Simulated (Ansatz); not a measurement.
# C2H3GaS, SMILES C=[C]1[S][GaH]1: energies of removing a hydrogen

Run with Ansatz 0.2.0 through its Python package.

`bde_c2h3gas.py`
```python
import ansatz as az
from ase import Atoms


def energy(molecule, charge=0, unpaired=0):
    calc = molecule.calculation().basis(gaussian='cc-pVDZ').functional('CAM-B3LYP')
    if charge:
        calc = calc.charge(charge)
    if unpaired:
        calc = calc.spin('collinear', total=unpaired)
    report = calc.run(threads=1).report
    if report['published_state_doubts']:
        print('  doubts:', report['published_state_doubts'])
    return report['free_energy_ev']

def without(molecule, index):
    rest = az.Crystal.molecule()
    for i, site in enumerate(molecule.cartesian_sites):
        if i != index:
            rest = rest.atom(site.symbol, site.position_ang)
    return rest

atoms = Atoms(['C', 'C', 'S', 'Ga', 'H', 'H', 'H'], positions=[
    (0.0552, 0.8893, 0.6565),
    (-0.401, -0.3003, 0.3516),
    (-1.3947, -1.7467, 0.7439),
    (0.2006, -1.3161, -1.2159),
    (0.6919, 1.4451, -0.0369),
    (-0.3468, 1.437, 1.5455),
    (1.2561, -0.4764, -2.0903),
])
c2h3gas = az.Crystal.molecule_from_ase(atoms)

whole = energy(c2h3gas, 0)
hydrogen = energy(az.Crystal.molecule().atom('H', (0, 0, 0)), 0, 1)
print(f'E(molecule) = {whole:.5f} eV, E(H) = {hydrogen:.5f} eV')
for index in [5, 6]:
    radical = energy(without(c2h3gas, index), 0, 1)
    print(f'H{index}: homolysis {(radical + hydrogen - whole):.3f} eV')
```

```console
$ python bde_c2h3gas.py
E(molecule) = -65334.05282 eV, E(H) = -13.54839 eV
H5: homolysis 3.980 eV
H6: homolysis 1.212 eV
```

Notes:
- Total energies depend on the basis set; only differences at equal settings carry meaning.
- The geometry is a force-field or estimated start, not a minimum of this method, and the basis set is short of its limit. All parts are taken at fixed geometry, without zero-point energy.
- The expectation value of S² is noticeably off S(S+1) in at least one run, so that state is spin-contaminated.
- Run time: 24 s on 1 thread of AMD EPYC 7B13 (Zen 3) (shared host), peak memory 0.37 GiB.

(Lines on the test bed's own set-up are left out of the output.)
